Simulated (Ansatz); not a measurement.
Geometry optimisation, Ansatz 0.2.0, DFT LDA, scalar-relativistic, plane waves, PAW.

The input (input.yaml):

```yaml
crystal:
  lattice:
    - [5.7891, 0.0, 0.0]
    - [0.0, 5.66422, 0.0]
    - [0.0, 0.0, 17.177923]
  atoms:
    - { symbol: W, position: [0.0, 0.0, 0.0582143] }
    - { symbol: C, position: [0.0, 0.25, 0.1555001] }
    - { symbol: W, position: [0.25, 0.0, 0.2041431] }
    - { symbol: C, position: [0.25, 0.25, 0.3014289] }
    - { symbol: W, position: [0.0, 0.5, 0.0582143] }
    - { symbol: C, position: [0.0, 0.75, 0.1555001] }
    - { symbol: W, position: [0.25, 0.5, 0.2041431] }
    - { symbol: C, position: [0.25, 0.75, 0.3014289] }
    - { symbol: W, position: [0.5, 0.0, 0.0582143] }
    - { symbol: C, position: [0.5, 0.25, 0.1555001] }
    - { symbol: W, position: [0.75, 0.0, 0.2041431] }
    - { symbol: C, position: [0.75, 0.25, 0.3014289] }
    - { symbol: W, position: [0.5, 0.5, 0.0582143] }
    - { symbol: C, position: [0.5, 0.75, 0.1555001] }
    - { symbol: W, position: [0.75, 0.5, 0.2041431] }
    - { symbol: C, position: [0.75, 0.75, 0.3014289] }
    - { symbol: B, position: [0.7487953, 0.4962408, 0.3514932] }
basis:
  ecutwfc: 420.0
kpoints:
  mp_grid: { grid: [4, 5, 1] }
hamiltonian:
  xc: lda
  pseudopotentials: { kind: paw, azcp: { folder: soft_1 } }
scf:
  occupations: { method: fermi_dirac, width: 0.1 }
  lower_state_search: "off"
relax:
  f_tol: 0.03
  max_steps: 60
  adjacent_minimum: "off"
  constraints: [{ sites: [0, 4, 8, 12] }]
```

Launched with:

```bash
$ ansatz run input.yaml --threads 4 --pin off --max-ram 10240MiB --backend cpu --events-out ev --progress --plain --runs-dir out
```

**Question.** Where does it end, and by what steps?

**Answer.** The forces met the threshold. The force dipped under the threshold on the way, but the program's further checks kept it going. Limits of this set-up: coarse k mesh, thin slab, slab without dipole correction, odd electron count without spin, PAW files made for another functional. After 20 steps the energy has fallen by 8.889 eV; C4 moved furthest, 1.53 Å. Joined: C4–W11 (3.63 → 2.32 Å), C4–C12 (2.89 → 1.45 Å), C4–W15 (3.63 → 2.37 Å), C8–W11 (3.63 → 2.32 Å), C8–W15 (3.63 → 2.37 Å), C8–C16 (2.89 → 1.45 Å).

```tsv
step	energy less start (eV)	largest force component (eV/Å)	accepted
0	0.0000	5.994	yes
1	-2.3870	3.664	yes
2	-3.4212	1.742	yes
3	-3.5667	1.060	yes
4	-3.6849	0.703	yes
5	-3.7488	0.103	yes
6	-3.7496	0.021	yes
7	-3.7517	0.072	yes
8	-3.7980	0.340	yes
9	-4.0212	0.762	yes
10	-4.4429	1.121	yes
11	-5.0893	1.592	yes
12	-6.1074	2.363	yes
13	-7.7105	2.629	yes
14	-8.1628	2.468	yes
15	-8.5621	2.674	yes
16	-8.5208	3.398	no
17	-8.8784	0.233	yes
18	-8.8884	0.085	yes
19	-8.8891	0.049	yes
20	-8.8893	0.012	yes
```

```xyz
17
Lattice="5.7891 0.0000 0.0000 0.0000 5.6642 0.0000 0.0000 0.0000 17.1779" Properties=species:S:1:pos:R:3
W 0.000 0.000 1.000
C 0.032 1.401 2.568
W 1.448 0.000 3.355
C 2.735 1.436 4.349
W 0.000 2.832 1.000
C -0.042 4.258 2.434
W 1.447 2.832 3.336
C 0.159 4.228 4.350
W 2.895 0.000 1.000
C 2.938 1.406 2.434
W 4.342 0.000 3.501
C 4.011 1.505 5.029
W 2.895 2.832 1.000
C 2.863 4.264 2.568
W 4.342 2.832 3.304
C 4.672 4.159 5.029
B 4.342 2.832 5.527
```

Run time: 2.4 min on 4 threads of Intel(R) Xeon(R) CPU @ 2.60GHz (Ice Lake) (shared host), peak memory 1.5 GiB.
